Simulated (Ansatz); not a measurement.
# InPd: a relaxation

The task is a relaxation on InPd. The structure is shown as the input types it.

Program: Ansatz 0.2.0. Level of theory: DFT, PBEsol, PAW with Ansatz's default frozen-core files, scalar-relativistic; relaxation of cell and atoms. These are calculated values, not measurements.

### 1 The system as given

It takes space group Pm-3m (No. 221, cubic). Conventional cell: a = 3.272 Å, b = 3.272 Å, c = 3.272 Å, α = 90.00°, β = 90.00°, γ = 90.00°. In (site symmetry m-3m) is surrounded by 8 Pd at 2.83 Å. Around Pd (site symmetry m-3m) lie 8 In at 2.83 Å.

Structure file:

```
In Pd
1.0
     3.27188    0.00000    0.00000
     0.00000    3.27188    0.00000
     0.00000    0.00000    3.27188
In Pd
1 1
Direct
  0.00000 0.00000 0.00000
  0.50000 0.50000 0.50000
```

### 2 The calculation

input.yaml

```yaml
crystal:
  lattice:
    - [3.27188478, 0.0, 0.0]
    - [0.0, 3.27188478, 0.0]
    - [0.0, 0.0, 3.27188478]
  atoms:
    - { symbol: In, position: [0.0, 0.0, 0.0] }
    - { symbol: Pd, position: [0.5, 0.5, 0.5] }
kpoints:
  mp_grid: { grid: [1, 1, 1] }
scf:
  occupations: { method: fermi_dirac, width: 0.1 }
  max_iter: 75
hamiltonian:
  xc: pbesol
  pseudopotentials: { kind: paw }
relax:
  f_tol: 0.002
  max_steps: 80
  cell: {}
output:
  forces: true
  stress: true
```

The run is started by

```bash
$ ansatz run input.yaml --threads 1 --pin off --max-ram 3072MiB --backend cpu --events-out ev --progress --plain --runs-dir out
```

Q: Will this input give a usable result? If not, why, and what should change?

This run ends as converged. Convergence says nothing about whether the input makes sense.

In the input, kpoints.mp_grid.grid is [1, 1, 1]. The zone is sampled at a single point, which suits only large cells or molecules.

To check: set kpoints.mp_grid.grid to [12, 12, 12].
